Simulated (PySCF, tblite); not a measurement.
**CaH₅F₅ (+2), an ion with solvent molecules: NMR shifts, interaction energy, spin-spin couplings and core binding energies**

What NMR shifts, interaction energy, spin-spin couplings and core binding energies should one expect for `[Ca+2]` with 5 × `F`?

Computed with tblite 0.8.0 and PySCF 2.14.0; each step states its level. No surroundings beyond the atoms listed, unless a continuum is named. Atoms count from 0, parts from 1.

### Step 1. The system as given

11 atoms, charge 2, multiplicity 1; geometry: rigid parts in contact. Parts: 1 = atom 0, `[Ca+2]`, charge 2; 2 = atoms 1–2, `F`, charge 0; 3 = atoms 3–4, `F`, charge 0; 4 = atoms 5–6, `F`, charge 0; 5 = atoms 7–8, `F`, charge 0; 6 = atoms 9–10, `F`, charge 0.

### Step 2. Search for minima with GFN2-xTB

The job: settings as JSON, then the geometry in Å.

```
{"job": {"kind": "dock", "xc": "GFN2-xTB", "basis": "xTB"}, "charge": 2, "multiplicity": 1, "parts": [{"atoms": "0-0", "charge": 2, "multiplicity": 1}, {"atoms": "1-2", "charge": 0, "multiplicity": 1}, {"atoms": "3-4", "charge": 0, "multiplicity": 1}, {"atoms": "5-6", "charge": 0, "multiplicity": 1}, {"atoms": "7-8", "charge": 0, "multiplicity": 1}, {"atoms": "9-10", "charge": 0, "multiplicity": 1}]}
Ca     0.569602     0.603462    -0.149953
F      0.082084     2.424890     0.710277
H     -0.088921     3.272511     1.120025
F      0.167805     1.561958    -1.959487
H     -0.034716     1.975584    -2.797316
F      2.363575     0.074851    -1.071840
H      3.154037    -0.216973    -1.526246
F      1.466561     0.147629     1.709743
H      1.933883    -0.144498     2.488728
F     -0.775318    -0.951287     0.246641
H     -1.406191    -1.659865     0.409756
```

With the program's defaults for keys left out, this is: GFN2-xTB search for minima from random contacts, gas phase.

Started as:

```console
$ OMP_NUM_THREADS=1 python cluster_run.py task.json out
```

This one command runs all jobs of the session in turn.

**Question.** The jobs that follow are: PBE0-D3(BJ)/def2-SVPD geometry optimisation, gas phase; GIAO PBE0/pcSseg-2 NMR shielding, non-relativistic, gas phase; wB97M-D3(BJ)/def2-SVPD interaction energy, counterpoise and uncorrected, gas phase; PBE0-D3(BJ)/def2-SVPD interaction energy, counterpoise and uncorrected, gas phase; B3LYP/pcJ-1 Ca:pcSseg-1 indirect spin-spin coupling, non-relativistic, gas phase; delta-SCF UKS SCAN, pcX-2 on the ionised atom, pcseg-1 elsewhere, spin-free X2C. Predict: binding energy (GFN2-xTB); point group; rotational constants (main isotopes); shieldings of H, Ca, F (PBE0/pcSseg-2); largest proton shift on binding; interaction energy, counterpoise (wB97M-D3(BJ)/def2-SVPD); superposition error; binding energy (with deformation); largest coupling of the table (B3LYP/pcSseg-1+pcJ-1); F1s binding energies, SCAN/pcX-2 (standing for 3 of 5 atoms).

**Answer**, as computed:

```
                                                    quantity                                                                                      value
                                   binding energy (GFN2-xTB)                               -524.3 kcal/mol (rough: tight binding is poor for bare ions)
                                                 point group                                                                                         Cs
                        rotational constants (main isotopes)                                                                       1.54, 1.42, 1.22 GHz
                      shieldings of H, Ca, F (PBE0/pcSseg-2)  H10 24.4, H2 24.4, H6 24.4, H4 24.5, H8 24.5, Ca0 1280.7, F9 389.6, F1 389.8 ppm and more
                             largest proton shift on binding                                                                             H10, +4.78 ppm
   interaction energy, counterpoise (wB97M-D3(BJ)/def2-SVPD)                                                                            -161.5 kcal/mol
                                         superposition error                                                                              4.03 kcal/mol
                           binding energy (with deformation)                                                                            -161.0 kcal/mol
        largest coupling of the table (B3LYP/pcSseg-1+pcJ-1)                                                                   ¹J(F,H) F9–H10, 654.9 Hz
F1s binding energies, SCAN/pcX-2 (standing for 3 of 5 atoms)                                                         F9 703.89, F1 703.88, F5 703.88 eV
 range of the interaction energy over the runs of this table                                                                  -164.6 to -161.5 kcal/mol
```

What this shows: At its xTB geometry the search ends with the contact Ca0···F9 (bond, 2.07 Å); 6 starts can't prove it the lowest minimum. Further contacts there: Ca0···F5 (bond, 2.08 Å), Ca0···F1 (bond, 2.08 Å). A later relaxation moves these distances. The optimisation took 6 steps and gained 0.875 eV; among the close pairs (by a distance rule), Ca0–F5 changed most, from 2.047 to 2.284 Å. On binding (GIAO PBE0/pcSseg-2 NMR shielding, non-relativistic, gas phase), H10 moves most among the protons, 4.78 ppm downfield. Of the attraction, electrostatic 65 %, orbital 34 %, dispersion 1 %; Pauli repulsion takes back 50.79 kcal/mol. Tight binding gave -524.3 kcal/mol, far from this level. In the run at B3LYP/pcSseg-1+pcJ-1, the largest coupling of the table is F9–H10, 654.9 Hz, of which the Fermi-contact term gives 514.1 Hz. Density functionals describe couplings to fluorine poorly, F–F couplings above all, so those rows are rough. The F1s levels computed lie within 0.01 eV of one another, too close to rank. Only 3 of the 5 F atoms are covered by sound results. Binding moves the F1s level of F9 by +9.78 eV. The interaction energy runs from -164.6 (PBE0-D3(BJ)/def2-SVPD) to -161.5 kcal/mol (wB97M-D3(BJ)/def2-SVPD).
